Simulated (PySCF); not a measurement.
# C3H10GeO2Si: electronic excitations

Aim: predict the electronic excitations of C3H10GeO2Si (`[SiH3][CH2][GeH]1[O]CC[O]1`).

The runs use PySCF 2.14.0, with density-fitted response routines of our own; the level of theory stands in each step. All values are computed, except where a source is named. Atoms are numbered from 0 throughout.

**1. The starting structure**

17 atoms, charge 0, multiplicity 1; geometry from: GFN2-xTB.

Bonds of the start (Å): Si0–C1 1.90, C1–Ge2 1.98, Ge2–O3 1.79, O3–C4 1.41, C4–C5 1.53, C5–O6 1.41, O6–Ge2 1.79, Si0–H7 1.47, Si0–H8 1.46, Si0–H9 1.47, C1–H10 1.09, C1–H11 1.09, Ge2–H12 1.53, C4–H13 1.10, C4–H14 1.09, C5–H15 1.10, C5–H16 1.09.

**2. TDDFT and polarisability: CAM-B3LYP/def2-SVPD**

What the job is given:

```
{"job": {"kind": "uv", "xc": "CAM-B3LYP", "basis": "def2-SVPD", "nstates": 8, "ntriplets": 3}, "charge": 0, "multiplicity": 1}
Si     2.309603     0.607160     0.401791
C      1.694370    -1.136578    -0.049791
Ge    -0.275232    -1.284771     0.050786
O     -1.063073    -0.093083    -1.030380
C     -2.044553     0.632109    -0.326373
C     -1.664332     0.659683     1.160499
O     -1.053766    -0.564820     1.495194
H      1.912298     0.935659     1.773776
H      1.787192     1.599520    -0.539690
H      3.774017     0.560877     0.311392
H      1.991032    -1.400911    -1.061962
H      2.120567    -1.882454     0.617907
H     -0.873300    -2.680512    -0.111546
H     -3.019602     0.149062    -0.449285
H     -2.089039     1.641722    -0.741024
H     -0.965182     1.482553     1.348085
H     -2.547998     0.786814     1.790174
```

Method: TDDFT CAM-B3LYP/def2-SVPD, vertical, gas phase, core orbitals frozen in the response.

Command:

```console
OMP_NUM_THREADS=1 python probes_run.py task.json out
```

One launch serves the whole session: the jobs run in the order shown.

Predict these results of the whole session: lowest singlet (CAM-B3LYP/def2-SVPD); brightest single state of those computed; lowest triplet.

The runs gave:

| quantity | value |
| --- | --- |
| lowest singlet (CAM-B3LYP/def2-SVPD) | 6.82 eV (182 nm), f = 0.006 |
| brightest single state of those computed | state 6, 7.62 eV, f = 0.195 |
| lowest triplet | 6.47 eV |

What this shows: The first singlet state (HOMO−1→LUMO+1 0.65, HOMO→LUMO 0.11) lies at 6.82 eV and is weak; of the 8 states computed, the strongest absorption comes from state 6 at 7.62 eV. The lowest triplet lies 0.35 eV below the lowest singlet (triplets in Tamm-Dancoff, singlets in full TDDFT).
